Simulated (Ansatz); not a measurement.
# BrClH2SeSi, SMILES Cl[SiH]([SeH])Br: energies of removing a hydrogen

Program: the Ansatz DFT code, driven from Python.

Script `bde.py`:
```python
"""Cost of removing each kind of hydrogen from BrClH2SeSi, fragments frozen."""

import ansatz as az


def energy_of(molecule, charge=0, unpaired=0):
    calc = (
        molecule.calculation()
        .basis(gaussian="def2-SVP")
        .functional("HF")
        .scf(lower_state_search="standard")
    )
    if charge:
        calc = calc.charge(charge)
    if unpaired:
        calc = calc.spin("collinear", total=unpaired)
    report = calc.run(threads=1).report
    if report["published_state_doubts"]:
        print("  doubts:", report["published_state_doubts"])
    return report["free_energy_ev"]

def without(molecule, index):
    rest = az.Crystal.molecule()
    for i, site in enumerate(molecule.cartesian_sites):
        if i != index:
            rest = rest.atom(site.symbol, site.position_ang)
    return rest


def main() -> None:
    system = (
        az.Crystal.molecule()
        .atom("Cl", (-1.7179, -0.9649, 0.8133))
        .atom("Si", (-0.2104, -0.2057, -0.3981))
        .atom("Se", (1.4797, 0.4942, 0.9158))
        .atom("Br", (0.5877, -1.839, -1.763))
        .atom("H", (-0.6872, 0.9198, -1.223))
        .atom("H", (0.5901, 1.5315, 1.6089))
    )

    whole = energy_of(system, 0)
    hydrogen = energy_of(az.Crystal.molecule().atom("H", (0, 0, 0)), 0, 1)
    print(f"E(molecule) = {whole:.5f} eV, E(H) = {hydrogen:.5f} eV")
    for index in [4, 5]:
        radical = energy_of(without(system, index), 0, 1)
        print(f"H{index}: homolysis {(radical + hydrogen - whole):.3f} eV")
        anion = energy_of(without(system, index), -1)
        print(f"H{index}: loss of a proton {(anion - whole):.3f} eV")


if __name__ == "__main__":
    main()
```

```console
$ python bde.py
E(molecule) = -155679.87786 eV, E(H) = -13.58606 eV
H4: homolysis 3.184 eV
H4: loss of a proton 15.984 eV
H5: homolysis 2.486 eV
H5: loss of a proton 14.188 eV
```

These settings explore the input space; basis and method may be short of convergence. The geometry is a force-field or estimated start, not a minimum of this method, and the basis set is short of its limit. All parts are taken at fixed geometry, without zero-point energy. Hartree-Fock leaves correlation out, so bond, atomisation and ionisation energies come out well too low. The spin-orbit lowering of heavy atoms is left out. Anions want diffuse functions, which this basis lacks. Timing: 32 s on 1 thread of Arm Neoverse V2 (shared host), peak memory 0.49 GiB.
